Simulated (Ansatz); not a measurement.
# Ta2Se (P4/nmm): relaxation of cell and ions in Python

What cell does Ta2Se (P4/nmm) relax to? Aim: a relaxation of cell and ions, for Ta2Se (P4/nmm), run from a script.

Computed with the Python package of Ansatz 0.2.0. Level of theory: DFT PBEsol+D4, plane waves, PAW.

### Step 1. Starting point

It takes space group P4/nmm (No. 129, tetragonal). The conventional cell has a = 3.375 Å, b = 3.375 Å, c = 9.832 Å, α = 90.00°, β = 90.00°, γ = 90.00°. Around Ta (site symmetry 4mm) lie 4 Se at 2.67 Å and 4 Ta at 2.90 Å. Ta (site symmetry 4mm) has 9 Ta at 2.83 to 3.17 Å and 1 Se at 2.84 Å as nearest neighbours. Se (site symmetry 4mm) has 5 Ta at 2.67 to 2.84 Å as nearest neighbours.

Input file ta2se.vasp:

```text
Ta2Se
1.0
   3.37500000    0.00000000    0.00000000
   0.00000000    3.37500000    0.00000000
   0.00000000    0.00000000    9.83200000
Ta Se
4 2
Direct
   0.50000000    0.00000000    0.75530000
   0.00000000    0.50000000    0.24470000
   0.50000000    0.00000000    0.07760000
   0.00000000    0.50000000    0.92240000
   0.50000000    0.00000000    0.36650000
   0.00000000    0.50000000    0.63350000
```

### Step 2. The code

File vcrelax_ta2se.py:

```python
import warnings

import ansatz as az
from ase import Atoms
from ase.data import atomic_numbers
from ase.io import read
from ase.neighborlist import neighbor_list
import numpy as np
import spglib

def edges_and_angles(cell):
    cell = np.asarray(cell)
    a, b, c = np.linalg.norm(cell, axis=1)
    cosines = cell[1] @ cell[2] / (b * c), cell[0] @ cell[2] / (a * c), cell[0] @ cell[1] / (a * b)
    return (a, b, c, *np.degrees(np.arccos(cosines)))


def main() -> None:
    warnings.simplefilter("ignore", az.DeckWarning)

    atoms = read("ta2se.vasp", format="vasp")
    crystal = az.Crystal.from_ase(atoms)

    model = (
        crystal.calculation()
        .occupations(az.OccupationsMethod.FERMI_DIRAC, width=0.1)
        .kpoints(length=28)
        .functional(az.Functional.PBESOL, dispersion="d4")
        .relax(force_tolerance=0.05, cell=True, stress_tolerance=0.1)
    )
    steps = []


    def follow(event):
        if event["event"] != "relax_step":
            return
        row = event["data"]
        steps.append(row)
        print(f"step {row['step']:3d}  E = {row['lagrangian_ev']:.5f} eV  largest force component = {row['allowed_force_max_ev_ang']:.4f} eV/A  P = {row['pressure_gpa']:.3f} GPa")


    out = model.session().plan(threads=1).execute(on_event=follow)
    data = out.report

    first, last = steps[0], steps[-1]
    symbols = [site.symbol for site in out.lattice.sites]
    print(f"energy gained {first['lagrangian_ev'] - last['lagrangian_ev']:.4f} eV in {len(steps) - 1} steps")
    for label, vectors in (("before", first["cell_ang"]), ("after", out.lattice.cell_ang)):
        print(label, "a b c (A) {:.4f} {:.4f} {:.4f}  angles {:.2f} {:.2f} {:.2f}".format(*edges_and_angles(vectors)), f" V = {abs(np.linalg.det(vectors)):.3f} A^3")
    print("final stress xx yy zz (GPa, compression positive):", np.round(np.diag(data["stress_gpa"]), 3) + 0.0)

    final = Atoms(symbols, positions=last["positions_ang"], cell=out.lattice.cell_ang, pbc=True)
    i, j, d = neighbor_list("ijd", final, 4.5)
    print("neighbours within 1.2 times the shortest distance of each atom (A)")
    for atom in range(len(final)):
        near = [m for m in np.argsort(d) if i[m] == atom]
        shell = [m for m in near if d[m] < 1.2 * d[near[0]]]
        print(f"{symbols[atom]}{atom} ({len(shell)}):", ", ".join(f"{symbols[j[m]]} {d[m]:.3f}" for m in shell))

    fractions = [site.position_frac for site in out.lattice.sites]
    numbers = [atomic_numbers[s] for s in symbols]
    for tolerance in (1e-3, 1e-2, 1e-1):
        print(f"space group at {tolerance} A:", spglib.get_spacegroup((out.lattice.cell_ang, fractions, numbers), symprec=tolerance))

    n_atoms = len(data["lattice"]["sites"])
    print("F =", round(data["free_energy_ev"], 4), "eV for", n_atoms, "atoms")
    print("E(sigma -> 0) =", round(data["energy_sigma0_ev"], 4), "eV, TS =", round(data["entropy_ts_ev"], 5), "eV")
    print("closed by", data["closed_by"], "after", data["n_iterations"], "iterations")

    used = data["setup"]
    print("cutoffs (eV):", used["ecut_ev"], used["ecutrho_ev"], " FFT grid:", used["fft_dense"])
    print("cell volume {:.3f} A^3, {} symmetry operations".format(used["cell_volume_ang3"], used["n_sym_ops"]))


if __name__ == "__main__":
    main()
```

### Step 3. The calls as engine input

The package turns the script's settings into the engine's input:

```yaml
crystal:
  lattice:
    - [3.375, 0.0, 0.0]
    - [0.0, 3.375, 0.0]
    - [0.0, 0.0, 9.832]
  atoms:
    - { symbol: Ta, position: [0.5, 0.0, 0.7553] }
    - { symbol: Ta, position: [0.0, 0.5, 0.2447] }
    - { symbol: Ta, position: [0.5, 0.0, 0.0776] }
    - { symbol: Ta, position: [0.0, 0.5, 0.9224] }
    - { symbol: Se, position: [0.5, 0.0, 0.3665] }
    - { symbol: Se, position: [0.0, 0.5, 0.6335] }
kpoints:
  mp_grid:
    grid: [8, 8, 3]
hamiltonian:
  xc: pbesol
  dispersion: d4
scf:
  occupations:
    method: fermi_dirac
    width: 0.1
relax:
  f_tol: 0.05
  cell:
    stress_tol: 0.1
```

### Step 4. Running it

Command:

```console
> python vcrelax_ta2se.py
```

Without the output at hand: what should come out? Wanted: free energy; moves of the relaxation; energy gained; last largest force component; relaxed conventional cell; space group at the end.

**Answer**, as computed:

| quantity | value |
| --- | --- |
| free energy | -50078.6765 eV (-8346.4461 eV/atom) |
| moves of the relaxation | 3 |
| energy gained (ahead of the last change of basis) | 8.2 meV/atom |
| last largest force component | 0.0289 eV/Å |
| relaxed conventional cell | a = 3.344 Å, b = 3.344 Å, c = 9.662 Å, α = 90.00°, β = 90.00°, γ = 90.00° |
| space group at the end | P4/nmm |

**Reading.** Over 3 moves the cell shrank by 3.5 % in volume, and the space group stayed P4/nmm. What to keep in mind:
- The run is spin-unpolarised.
- For a metal this k-point mesh is coarse: on a finer one energies can move by several to tens of meV an atom and pressures by half a GPa or more, differences at one mesh by less.
- Energies along a relaxation are free energies. Rows at an unchanged volume are solved on a plane-wave basis chosen afresh for that cell, so the energy jumps there and such rows are no steps of the walk.
- Spin-orbit coupling, which matters for elements this heavy, is left out.
